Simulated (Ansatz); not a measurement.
# TiH (doublet): the correlation ladder at distance Ti1–H2 = 3.843 Å, def2-TZVP

How much of the correlation energy of TiH (doublet) does each wave-function method recover here?

Method: def2-TZVP, core rule «outside noble gas», up to 9 orbitals frozen; program: Ansatz 0.2.0, Gaussian basis.

To be run: UHF; CCSD(T) on natural orbitals of UHF; CCSD(T) on UHF; CISD as a restricted active space (open shells left free, so some higher excitations enter); CCSDT(Q) on natural orbitals of UHF; CCSDT(Q) on UHF; CASSCF and MRCISD+Q, 3 electrons in 3 orbitals; CASSCF and NEVPT2, 3 electrons in 3 orbitals; Full CI.

50 further runs of the same task are left out: 33 for a known fault of the program, 10 that didn't finish, 7 set aside as unsound or not needed. Runs told in other sessions of the task aren't counted.

## Step 1: The geometry

The geometry derives from a PBE0/def2-TZVP stationary point (not a proven minimum). One bond is set to the value named and the two fragments are kept rigid.

2 atoms, charge 0, spin multiplicity 2.

Atoms are counted from 1 here; the program's logs count them from 0.

No contacts short enough for the rule that draws bonds.

Geometry (Å):

```
Ti    0.0000    0.0000    0.0000
H     0.0000    0.0000    3.8430
```

## Step 2: UHF

File in.yaml:

```yaml
crystal:
  periodic: [false, false, false]
  atoms:
    - {symbol: Ti, position_ang: [0.000000, 0.000000, 0.000000]}
    - {symbol: H, position_ang: [0.000000, 0.000000, 3.843000]}
basis:
  gaussian: {orbitals: def2-TZVP}
magnetization: {spin_polarized: true, initial_magnetization: 1}
hamiltonian: {xc: hf}
output: {orbitals: {seedname: orbitals}}
```

Launch:

```
> ansatz run in.yaml --threads 1 --pin off --events-out ev --progress --plain --max-ram 2393MiB
```

The runs that follow: CCSD(T) on natural orbitals of UHF; CCSD(T) on UHF; CISD as a restricted active space (open shells left free, so some higher excitations enter); CCSDT(Q) on natural orbitals of UHF; CCSDT(Q) on UHF; CASSCF and MRCISD+Q, 3 electrons in 3 orbitals; CASSCF and NEVPT2, 3 electrons in 3 orbitals; Full CI.

Q: Predict the results of all the runs planned. Wanted: FCI from the RHF energy; RMP2 from FCI; RCCSD from FCI; RCCSD(T) from FCI; RCCSDT(Q) from FCI; NEVPT2 pair from FCI; MRCISD+Q pair from FCI; T1 diagnostic; effectively unpaired electrons.

The runs gave:

```
                         quantity               value
          FCI from the ROHF energy          -3.5763 eV
                    RMP2 from FCI          -898.6 meV
                   RCCSD from FCI            -2.2 meV
                RCCSD(T) from FCI           -92.6 meV
               RCCSDT(Q) from FCI           -51.2 meV
             NEVPT2 pair from FCI          +385.9 meV
           MRCISD+Q pair from FCI           -93.6 meV
levels within 1 kcal/mol (43 meV)  RCCSD, MRCISD pair
                    T1 diagnostic               0.436
   effectively unpaired electrons                3.08
```

In words: RCCSD(T) misses by -92.6 meV, 2.6 % of the correlation energy. RMP2, RCCSD, RCCSD(T), RCCSDT, RCCSDT(Q), MRCISD+Q pair fall below full CI, which methods that aren't variational can do. The occupations show strong static correlation (3.1 unpaired electrons where one determinant has 1). Coupled cluster on one determinant still stays close here. Of the multireference levels listed MRCISD+Q pair comes nearest in total energy (-93.6 meV), which doesn't show that its space is the better one. Coupled cluster took another determinant than the lowest Hartree-Fock one. These misses are within one basis, not against nature.

With open shells the CI space here admits some higher excitations, so it is larger than plain CISD.
